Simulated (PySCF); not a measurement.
**SrH+: bond curves at several levels of theory**

The task here is to estimate one member of a computed series from the others.

Method: Sr def2-TZVP with ECP28, H def2-TZVP, scalar-relativistic core potentials; program: PySCF 2.14.0.

Set-up of the first run:

The job is set up so:

```
atoms                         : Sr, H
charge                        : 1
basis                         : Sr def2-TZVP with ECP28, H def2-TZVP
Hamiltonian                   : scalar-relativistic core potentials
basis functions               : 39
electrons treated             : 10
masses in u                   : 87.9056, 1.0078
levels                        : PBE0, PBE, r²SCAN, r²SCAN0, B3LYP, LDA, HF, MP2, SCS-MP2, CCSD, CCSD(T)
grid                          : 80 radial by 434 angular points
occupations                   : held fixed by the projection of orbital angular momentum
dissociation limit            : Sr+ + H, each in its ground configuration
starting distance in angstrom : 2.130
values of 2S to try           : 0, 2
```

Launch:

```sh
> OMP_NUM_THREADS=1 python dia.py task.json out
```

Among the steps run: Set-up; First curve: PBE0; Excited determinants; PBE; r²SCAN (meta-GGA); r²SCAN0; B3LYP; LDA (local density); RHF (mean field); Adding correlation.

One table of the session follows, with a row left open; its other results are not shown here.

It belongs to the step «The curves together». Energy (eV) from each level's lowest point:

| R (Å) | RHF | RHF-MP2 | RHF-SCS-MP2 | RHF-CCSD | RHF-CCSD(T) |
| --- | --- | --- | --- | --- | --- |
| 1.742 | 0.546 | 0.462 | 0.470 | n/a | n/a |
| 1.823 | 0.285 | 0.227 | 0.233 | 0.249 | 0.250 |
| 1.903 | 0.119 | 0.084 | 0.087 | 0.099 | 0.100 |
| 1.964 | 0.045 | 0.025 | 0.027 | 0.035 | 0.036 |
| 2.025 | 0.007 | 0.000 | 0.000 | 0.003 | 0.004 |
| 2.086 | 0.000 | 0.003 | 0.002 | 0.000 | 0.000 |
| 2.167 | ? | ? | ? | ? | ? |
| 2.268 | 0.115 | 0.140 | 0.135 | 0.110 | 0.106 |
| 2.389 | 0.272 | 0.302 | 0.294 | 0.248 | 0.241 |
| 2.551 | 0.543 | 0.569 | 0.558 | n/a | n/a |

Q: Estimate the row for R (Å) = 2.167 from the others.

Worked estimate for «RHF». A straight line through the neighbours (2.086, 0.000) and (2.268, 0.115) gives 0.000 + (0.115 − 0.000) × (2.167 − 2.086) / (2.268 − 2.086) = 0.051; a parabola fitted to 4 rows on both sides gives 0.032.

The run gave: RHF: 0.029; RHF-MP2: 0.044; RHF-SCS-MP2: 0.041; RHF-CCSD: 0.030; RHF-CCSD(T): 0.029. In «RHF» the line misses by +0.022 and the parabola by +0.003.
